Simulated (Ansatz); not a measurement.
**CH3AlCl2: up Jacob's ladder to CCSD(T)**

Aim: compute CH3AlCl2 with functionals from several rungs and with coupled cluster, and see how far each lands from CCSD(T) at the basis-set limit for the atomisation energy.

Program: Ansatz 0.2.0, Gaussian basis. Level of theory: functionals in def2-TZVPP, the program's frozen cores in correlated methods. These are calculated values, not measurements.

Plan: LDA (SPW92), PBE-D4, revPBE-D4, BLYP-D4, r2SCAN-D4, B97M-V, PBE0-D4, B3LYP-D4, r2SCANh-D4, r2SCAN0-D4, HSE06-D4, BHLYP-D4, CAM-B3LYP-D4, LC-ωPBE, ωB97X-V, ωB97M-V, B2PLYP, PBE-QIDH; CCSD(T)/def2-SVP; CCSD(T)/def2-TZVPP; MP2/def2-QZVPP; extrapolation to the limit; RPA on PBE.

### 1 Structure used throughout

The geometry comes from an earlier relaxation with PBE0-D4 in a triple-zeta def2 set; it is a stationary point, not always the lowest conformer.

SMILES `[CH3][Al]([Cl])[Cl]`, 7 atoms, charge 0, spin multiplicity 1.

Atoms are counted from 1 here; the program's logs count them from 0.

Bond lengths: C1–Al2 1.928 Å, C1–H5 1.091 Å, C1–H6 1.094 Å, C1–H7 1.094 Å, Al2–Cl3 2.090 Å, Al2–Cl4 2.090 Å. Angles: Al2–C1–H5 111.8°, Al2–C1–H6 110.4°, Al2–C1–H7 110.4°, H5–C1–H6 108.6°, H5–C1–H7 108.6°, H6–C1–H7 106.9°, C1–Al2–Cl3 121.2°, C1–Al2–Cl4 122.3°, Cl3–Al2–Cl4 116.5°.

### 2 LDA

This LDA is Slater exchange with PW92 correlation.

The input, in.yaml:

```yaml
crystal:
  periodic: [false, false, false]
  atoms:
    - {symbol: C, position_ang: [-0.174130, 0.933582, -0.165960]}
    - {symbol: Al, position_ang: [0.173824, -0.938317, 0.139961]}
    - {symbol: Cl, position_ang: [1.788760, -1.562700, 1.311004]}
    - {symbol: Cl, position_ang: [-1.027122, -2.444756, -0.670400]}
    - {symbol: H, position_ang: [-1.052790, 1.084405, -0.795386]}
    - {symbol: H, position_ang: [-0.332683, 1.452459, 0.783615]}
    - {symbol: H, position_ang: [0.685342, 1.407429, -0.648535]}
basis:
  gaussian: {orbitals: def2-TZVPP}
hamiltonian: {xc: lda}
output: {orbitals: {seedname: orbitals}}
```

Command:

```sh
$ ansatz run in.yaml --threads 4 --pin off --events-out ev --progress --plain --max-ram 10444MiB
```

Further steps of the session: PBE-D4 (GGA); revPBE-D4 (GGA); BLYP-D4 (GGA); r2SCAN-D4 (meta-GGA); B97M-V (meta-GGA); PBE0-D4 (hybrid); B3LYP-D4 (hybrid); r2SCANh-D4 (hybrid); r2SCAN0-D4 (hybrid); HSE06-D4 (hybrid); BHLYP-D4 (hybrid); CAM-B3LYP-D4 (range-separated); LC-ωPBE (range-separated); ωB97X-V (range-separated); ωB97M-V (range-separated); B2PLYP (double hybrid); PBE-QIDH (double hybrid); CCSD(T) in def2-SVP; CCSD(T) in def2-TZVPP; MP2 in def2-QZVPP; RPA on PBE orbitals.

Before running them: what should the planned runs give, taken together? Wanted: atomisation energy, CCSD(T)/CBS; farthest beyond LDA; mean size of error, GGA; mean size of error, meta-GGA; mean size of error, hybrid; mean size of error, range-separated; mean size of error, double hybrid; gap, smallest and largest; T1 diagnostic.

The runs gave:

```
                               quantity                                                                          value
        atomisation energy, CCSD(T)/CBS                                                                      25.511 eV
    functionals within 0.128 eV (0.5 %)  PBE-D4, PBE0-D4, r2SCANh-D4, r2SCAN0-D4, HSE06-D4, ωB97X-V, ωB97M-V, PBE-QIDH
                    farthest beyond LDA                                                           BHLYP-D4 (-0.698 eV)
                mean size of error, GGA                                                                       0.368 eV
           mean size of error, meta-GGA                                                                       0.215 eV
             mean size of error, hybrid                                                                       0.219 eV
    mean size of error, range-separated                                                                       0.120 eV
      mean size of error, double hybrid                                                                       0.250 eV
              gap, smallest and largest                                      5.77 eV (LDA (SPW92)), 12.83 eV (LC-ωPBE)
                          T1 diagnostic                                                                         0.0085
triples share of the correlation energy                                                                          3.9 %
```

**Reading.** LDA overbinds by 2.826 eV (11 %). PBE-D4 misses by +0.097 eV. Double hybrids carry the basis error of their MP2 part in triple zeta, and no dispersion term here, so their miss is partly the set-up's. By mean error the best rung here is range-separated (0.120 eV) and the worst beyond LDA is GGA (0.368 eV). Misses under about 0.128 eV are within the doubt on the reference itself, which lacks core-valence correlation, relativity and higher excitations. Hartree-Fock recovers 77 % of the binding; the rest is correlation. CCSD(T) in def2-SVP is off by -1.450 eV, which most functionals beat. Orbital gaps span 5.8 to 12.8 eV; exact exchange widens them.
